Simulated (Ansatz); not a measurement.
KCdF3, space group Pm-3m, a frozen displacement of one atom

Run with Ansatz's Python interface.

`push.py`:
```python
# -*- coding: utf-8 -*-
"""Energy and force of KCdF3 as one atom is pushed off its site."""

import ansatz as az
from ase import Atoms
import numpy as np

atoms = Atoms(
    ["K", "Cd", "F", "F", "F"],
    scaled_positions=[
        (0.0, 0.0, 0.0),
        (0.5, 0.5, 0.5),
        (0.0, 0.5, 0.5),
        (0.5, 0.0, 0.5),
        (0.5, 0.5, 0.0),
    ],
    cell=[
        (4.382089, 0.0, 0.0),
        (0.0, 4.382089, 0.0),
        (0.0, 0.0, 4.382089),
    ],
    pbc=True,
)
xtal = az.Crystal.from_ase(atoms)

inverse = np.linalg.inv(np.array(xtal.lattice.vectors))
home = np.array(xtal.sites[0].position)
values = np.linspace(-0.05, 0.05, 5)
energies, pulls = [], []
for shift in values:
    moved = xtal.move(0, to=home + shift * inverse[0])
    calc = (
        moved.calculation()
        .occupations("fixed")  # no smearing
        .kpoints(4, 4, 4)
        .functional("PBEsol")
        .forces()  # eV per angstrom
    )
    summary = calc.run().report
    energies.append(summary["free_energy_ev"])
    pulls.append(summary["forces_ev_ang"][0][0])

# the force is minus the slope of the free energy
print("shift (A)   dE (eV)   force along x (eV/A)")
for shift, e, f in zip(values, energies, pulls):
    print(f"{shift:8.3f} {e - energies[2]:10.5f} {f:12.4f}")
print(f"stiffness from energies {2 * np.polyfit(values, energies, 2)[0]:.3f}, from forces {-np.polyfit(values, pulls, 1)[0]:.3f} eV/A^2")
```

`python push.py` gives:
```text
DeckWarning: basis.ecutwfc = 420 eV, auto-derived from the records' recommended cutoffs: set by K (normal level)
shift (A)   dE (eV)   force along x (eV/A)
  -0.050    0.00030       0.0121
  -0.025    0.00007       0.0060
   0.000    0.00000      -0.0000
   0.025    0.00007      -0.0060
   0.050    0.00030      -0.0121
stiffness from energies 0.241, from forces 0.241 eV/A^2
```
(Warnings from the package without file and line.)

The structure comes from a database of computed cells and needn't be a stable or known phase. All periodic images of the atom move with it, so the curvature is one diagonal element of the zone-centre force constants and no normal mode; a positive value doesn't exclude soft modes in which several atoms move. It ran for 7 s on 1 thread of Intel(R) Xeon(R) 6975P-C (Granite Rapids), on a shared host, peak memory 0.42 GiB.
